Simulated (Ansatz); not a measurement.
# InI₃: up Jacob's ladder to CCSD(T)

An exercise on one series of results from a longer session: the logs are not shown, and one member is left open.

Program: Ansatz 0.2.0, Gaussian basis. Level of theory: functionals in def2-TZVPP, the program's frozen cores in correlated methods. These are calculated values, not measurements.

Levels to be run: LDA (SPW92), PBE-D4, revPBE-D4, BLYP-D4, r2SCAN-D4, B97M-V, PBE0-D4, B3LYP-D4, r2SCANh-D4, r2SCAN0-D4, HSE06-D4, BHLYP-D4, CAM-B3LYP-D4, LC-ωPBE, ωB97X-V, ωB97M-V, B2PLYP, PBE-QIDH; CCSD(T)/def2-SVP; CCSD(T)/def2-TZVPP; MP2/def2-QZVPP; extrapolation to the limit; RPA on PBE.

## Structure used throughout

The geometry comes from an earlier relaxation with PBE0-D4 in a triple-zeta def2 set; it is a stationary point. I, In take the def2 core potential; no spin-orbit term is included.

4 atoms, charge 0, spin multiplicity 1.

Atoms are counted from 1 here; the program's logs count them from 0.

Bond lengths: I1–In2 2.638 Å, In2–I3 2.638 Å, In2–I4 2.638 Å. Angles: I1–In2–I3 120.0°, I1–In2–I4 120.0°, I3–In2–I4 120.0°.

The first run:

The input, in.yaml:

```yaml
crystal:
  periodic: [false, false, false]
  atoms:
    - {symbol: I, position_ang: [-0.235819, 0.381793, 2.590381]}
    - {symbol: In, position_ang: [0.013575, -0.015241, -0.005198]}
    - {symbol: I, position_ang: [1.264670, -2.159136, -0.896868]}
    - {symbol: I, position_ang: [-0.986926, 1.732285, -1.708616]}
basis:
  gaussian: {orbitals: def2-TZVPP}
hamiltonian: {xc: lda}
output: {orbitals: {seedname: orbitals}}
```

On the command line:

```console
> ansatz run in.yaml --threads 4 --pin off --events-out ev --progress --plain --max-ram 10444MiB
```

Among the steps run: LDA; PBE-D4 (GGA); revPBE-D4 (GGA); BLYP-D4 (GGA); r2SCAN-D4 (meta-GGA); B97M-V (meta-GGA); PBE0-D4 (hybrid); B3LYP-D4 (hybrid); r2SCANh-D4 (hybrid); r2SCAN0-D4 (hybrid); HSE06-D4 (hybrid); BHLYP-D4 (hybrid); CAM-B3LYP-D4 (range-separated); LC-ωPBE (range-separated); ωB97X-V (range-separated); ωB97M-V (range-separated); B2PLYP (double hybrid); PBE-QIDH (double hybrid).

One table of the session follows, with a row left open; its other results are not shown here.

It belongs to the step «Orbital energies across the functionals». 

```
  functional  HOMO (eV)  LUMO (eV)  gap (eV)
 LDA (SPW92)      -6.88      -4.05      2.83
      PBE-D4      -6.71      -3.75      2.96
   revPBE-D4      -6.66      -3.65      3.01
     BLYP-D4          ?          ?         ?
   r2SCAN-D4      -7.02      -3.63      3.40
      B97M-V      -6.98      -3.47      3.51
     PBE0-D4      -7.85      -3.03      4.82
    B3LYP-D4      -7.58      -3.27      4.31
  r2SCANh-D4      -7.43      -3.37      4.07
  r2SCAN0-D4      -8.05      -2.97      5.08
    HSE06-D4      -7.46      -3.39      4.07
    BHLYP-D4      -8.79      -2.23      6.57
CAM-B3LYP-D4      -9.07      -2.16      6.92
     LC-ωPBE     -10.44      -1.05      9.39
     ωB97X-V     -10.09      -1.16      8.93
     ωB97M-V      -9.96      -1.27      8.69
```

Q: Estimate the row for BLYP-D4 from the others.

Worked estimate for «HOMO (eV)». Against the share of exact exchange, B3LYP-D4 (0.2, -7.58), BHLYP-D4 (0.5, -8.79) give a slope of -4.03 per unit share; at 0 the line stands at -6.77.

As computed: HOMO (eV): -6.51; LUMO (eV): -3.66; gap (eV): 2.85. In «HOMO (eV)» the line misses by -0.26.
